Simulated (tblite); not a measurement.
# C3H10OSi3: the cost of one run

Computed with tblite 0.8.0 and PySCF 2.14.0, with density-fitted response routines of our own, on a single molecule in the gas phase. Atoms count from 0, in the outputs and in this text.

### Step 1. Starting geometry

17 atoms, charge 0, multiplicity 1; geometry from: force field or distance geometry start.

Bonds of the start (Å): O0–C1 1.24, C1–C2 1.48, C2–C3 1.53, C3–Si4 1.89, Si4–Si5 2.20, Si5–Si6 2.21, Si5–C2 1.84, C1–H7 1.09, C2–H8 1.12, C3–H9 1.12, C3–H10 1.10, Si4–H11 1.45, Si4–H12 1.48, Si5–H13 1.45, Si6–H14 1.48, Si6–H15 1.44, Si6–H16 1.48.

### Step 2. Geometry optimisation with GFN2-xTB

What the job is given:

```
{"job": {"kind": "relax", "xc": "GFN2-xTB", "basis": "xTB"}, "charge": 0, "multiplicity": 1}
O     -0.884900    -0.596800     2.613100
C     -1.321400     0.272200     1.851300
C     -0.629100     0.649000     0.594200
C     -1.532000     0.440400    -0.628900
Si    -0.768200    -1.206500    -1.149800
Si     0.758300    -0.526400     0.286000
Si     2.622700     0.334200    -0.543000
H     -2.236300     0.823700     2.089300
H     -0.337600     1.734700     0.594400
H     -2.606300     0.250400    -0.393800
H     -1.398500     1.197200    -1.409500
H     -0.415700    -1.209400    -2.559200
H     -1.564200    -2.373500    -0.714800
H      1.047300    -1.411900     1.401100
H      2.442100     1.688200    -1.106900
H      3.233500    -0.554300    -1.501200
H      3.583300     0.500700     0.567800
```

Run with:

```console
OMP_NUM_THREADS=1 python probes_run.py task.json out
```

The driver reads the jobs from task.json and runs them one after another.

**Question.** How long does this first job take on 1 thread of Arm Neoverse N1, shared host, and how much memory does it need?

About 2.9 s, with a peak of 0.18 GiB.
